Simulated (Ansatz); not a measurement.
# SrAgO3, space group Pm-3m: the orbital character of the bands

Computed with Ansatz 0.2.0, Python API.

Interactive session:
```pycon
>>> from dataclasses import dataclass
>>> from pathlib import Path
>>> import ansatz
>>> import pandas as pd
>>> @dataclass
... class RunConfig:
...     smearing: str = "cold"
...     sigma: float = 0.1
...     k_spacing: float = 0.29
...     xc: str = "LDA"
...
>>> cfg = RunConfig()
>>> crystal = (
...     ansatz.Lattice.of([4.110248, 0.0, 0.0], [0.0, 4.110248, 0.0], [0.0, 0.0, 4.110248])
...     .atom("Sr", [0.0, 0.0, 0.0])
...     .atom("Ag", [0.5, 0.5, 0.5])
...     .atom("O", [0.5, 0.5, 0.0])
...     .atom("O", [0.5, 0.0, 0.5])
...     .atom("O", [0.0, 0.5, 0.5])
... )
>>> len(crystal.resolved().sites)
5
>>> points = {"G": (0.0, 0.0, 0.0), "X": (0.0, 0.5, 0.0), "M": (0.5, 0.5, 0.0), "R": (0.5, 0.5, 0.5)}
>>> model = crystal.calculation()
>>> model = model.occupations(cfg.smearing, width=cfg.sigma)
>>> model = model.basis(21 * ansatz.Ha)
>>> model = model.kpoints(spacing=cfg.k_spacing).functional(cfg.xc)
>>> model = model.band_structure(list(points.values()), intervals=1).fat_bands()
>>> result = model.run(threads=1)

>>> rep = result.report
>>> rep["published_state_doubts"]
[]
>>> file = Path(result.write_results("results")) / "fatbands.tsv"
>>> names = file.read_text().splitlines()[0].lstrip("# ").split("\t")
>>> table = pd.read_csv(file, sep="\t", comment="#", names=names)
>>> near = table[table.e_minus_ef.abs() < 2]
>>> for ik, label in enumerate(points):
...     print(label)
...     for _, row in near[near.ik == ik].iterrows():
...         main = row[names[4:]].astype(float).nlargest(2)
...         print(f"   band {int(row.band):3d} {row.e_minus_ef:7.3f} eV  " + ", ".join(f"{k} {v:.2f}" for k, v in main.items()))
...
G
   band  19  -0.912 eV  o3_l1_2P 0.45, o4_l1_2P 0.44
   band  20  -0.912 eV  o2_l1_2P 0.49, o3_l1_2P 0.30
   band  21  -0.912 eV  o2_l1_2P 0.40, o4_l1_2P 0.35
   band  22  -0.661 eV  o4_l1_2P 0.35, o3_l1_2P 0.32
   band  23  -0.661 eV  o4_l1_2P 0.35, o2_l1_2P 0.32
   band  24  -0.661 eV  o3_l1_2P 0.35, o2_l1_2P 0.35
X
   band  19  -1.506 eV  o2_l1_2P 0.47, o4_l1_2P 0.47
   band  20  -0.959 eV  o2_l1_2P 0.66, o4_l1_2P 0.32
   band  21  -0.959 eV  o4_l1_2P 0.66, o2_l1_2P 0.32
   band  22  -0.214 eV  o3_l1_2P 0.84, ag1_l2_4D 0.15
   band  23  -0.214 eV  o3_l1_2P 0.84, ag1_l2_4D 0.15
   band  24   0.406 eV  o3_l1_2P 0.41, ag1_l2_4D 0.39
M
   band  17  -1.390 eV  o2_l1_2P 0.96, sr0_l1_4P 0.01
   band  18  -1.390 eV  o2_l1_2P 0.96, sr0_l1_4P 0.01
   band  19  -1.337 eV  ag1_l2_4D 0.53, o3_l1_2P 0.13
   band  20  -1.011 eV  ag1_l2_4D 0.34, o3_l1_2P 0.28
   band  21  -0.458 eV  o4_l1_2P 0.75, ag1_l2_4D 0.17
   band  22  -0.458 eV  o3_l1_2P 0.75, ag1_l2_4D 0.17
   band  23  -0.043 eV  o3_l1_2P 0.49, o4_l1_2P 0.49
R
   band  17  -0.557 eV  o3_l1_2P 0.31, o2_l1_2P 0.28
   band  18  -0.557 eV  o4_l1_2P 0.34, ag1_l2_4D 0.27
   band  19  -0.557 eV  ag1_l2_4D 0.27, o4_l1_2P 0.25
   band  20   0.019 eV  o3_l1_2P 0.50, o4_l1_2P 0.30
   band  21   0.019 eV  o3_l1_2P 0.42, o2_l1_2P 0.34
   band  22   0.019 eV  o2_l1_2P 0.46, o4_l1_2P 0.46
```

Reading the output:
- The cell holds an odd number of electrons and is run without spin, so a magnetic state may lie lower.
- For a metal this k-point mesh is coarse: on a finer one energies can move by several to tens of meV an atom and pressures by half a GPa or more, differences at one mesh by less.
- The structure comes from a database of computed cells and needn't be a stable or known phase.
- Levels are Kohn-Sham eigenvalues on this mesh, without spin-orbit coupling.
- Energies are less the Fermi level and bands count from 0. Only the largest channels are printed, equivalent atoms hold more, and in degenerate sets the split between sites is arbitrary; shells that the potentials lack have no channel.
- Wall time of the script: 2.7 s on 1 thread of Intel(R) Xeon(R) 6975P-C (Granite Rapids), on a shared host, peak memory 0.49 GiB.

(Lines on the test bed's own set-up are left out of the output.)
